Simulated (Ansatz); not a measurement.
Crystal: Hf2Pd2Se2Br2O3.

```
Hf Pd Se Br O
1.0
    -1.89227    2.67212   12.28423
     1.89227   -2.67212   12.28423
     1.89227    2.67212  -12.28423
Hf Pd Se Br O
2 2 2 2 3
Cartesian
  0.0000 0.0000 22.6263
  0.0000 0.0000 1.9421
  0.0000 0.0000 16.7881
  0.0000 0.0000 7.7803
  0.0000 2.6721 2.8934
  1.8923 0.0000 9.3908
  0.0000 0.0000 19.3256
  0.0000 0.0000 5.2429
  0.0000 2.6721 9.8571
  1.8923 0.0000 2.4271
  0.0000 0.0000 0.0000
```

The cell was built by a generator and needn't be a form met in nature.

Program: Ansatz 0.2.0. Alike in all runs: potentials or basis Ansatz PAW; no spin polarisation; cell as given; cutoff (eV) 420; smearing fermi-dirac 0.05 eV.

**Question.** Order these runs on this cell by their band gap on the k mesh, lowest first.
A. level HSE03; k mesh 4 × 4 × 4; mesh quality coarse
B. level PBEsol; k mesh 9 × 9 × 9; points for each segment of the path 10; mesh quality not flagged
C. level B3LYP; k mesh 4 × 4 × 4; mesh quality coarse
D. level PBE0; k mesh 4 × 4 × 4; mesh quality coarse

**Answer.** B (metal), A (0.34 eV), C (0.86 eV), D (1.13 eV).

Caveats: some runs use coarse meshes; spin-orbit coupling is left out, which moves the levels of the heavy elements.

A k mesh can miss the band edges, odd and even meshes differently.
